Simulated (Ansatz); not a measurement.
# Br4ORe (Re(O)(Br)4): the cost of one run

Method: DFT PBE, plane waves, PAW, molecule in a box with 9 Å of vacuum; program: Ansatz 0.2.0.

## Step 1: The starting structure

6 atoms, charge 0, spin multiplicity 2.

Bond lengths: Re1–O2 1.666 Å, Re1–Br3 2.469 Å, Re1–Br4 2.469 Å, Re1–Br5 2.469 Å, Re1–Br6 2.469 Å. Angles: O2–Re1–Br3 105.4°, O2–Re1–Br4 105.4°, O2–Re1–Br5 105.4°, O2–Re1–Br6 105.4°, Br3–Re1–Br4 85.9°, Br3–Re1–Br5 149.1°, Br3–Re1–Br6 85.9°, Br4–Re1–Br5 85.9°, Br4–Re1–Br6 149.1°, Br5–Re1–Br6 85.9°.

Coordinates:

```
Re    0.0000    0.0000    0.3303
O     0.0000    0.0000    1.9962
Br    2.3799    0.0000   -0.3264
Br    0.0000    2.3799   -0.3264
Br   -2.3799    0.0000   -0.3264
Br    0.0000   -2.3799   -0.3264
```

Formal oxidation states: Re +6. An earlier session relaxed this geometry at B3LYP, Re def2-SVP with ECP60, O def2-SVP, Br def2-SVP (doublet, point group C4v).

## Step 2: Scalar-relativistic

File input.yaml:

```yaml
crystal:
  lattice:
    - [13.76, 0.0, 0.0]
    - [0.0, 13.76, 0.0]
    - [0.0, 0.0, 11.32]
  atoms:
    - { symbol: Re, position: [0.49999419, 0.49999419, 0.45553534], spin: 1.0 }
    - { symbol: O, position: [0.49999419, 0.49999419, 0.60270053] }
    - { symbol: Br, position: [0.67295276, 0.49999419, 0.3975265] }
    - { symbol: Br, position: [0.49999419, 0.67295276, 0.3975265] }
    - { symbol: Br, position: [0.32703488, 0.49999419, 0.3975265] }
    - { symbol: Br, position: [0.49999419, 0.32703488, 0.3975265] }
basis:
  ecutwfc: 420
  ecutrho_ratio: 4
kpoints:
  mp_grid: { grid: [1, 1, 1] }
hamiltonian:
  xc: pbe
scf:
  occupations: { method: gaussian, width: 0.01 }
output:
  forces: true
  eigenvalues: true
  populations: true
magnetization:
  spin_polarized: true
```

On the command line:

```sh
$ ansatz run input.yaml --threads 4 --pin off --max-ram 8192MiB --backend cpu --events-out ev --progress --plain --runs-dir out
```

**Question.** How long does this run take on 4 threads of Intel Xeon 6975P-C (Granite Rapids), shared host, and how much memory does it need?

About 15 s, with a peak of 1.6 GiB.
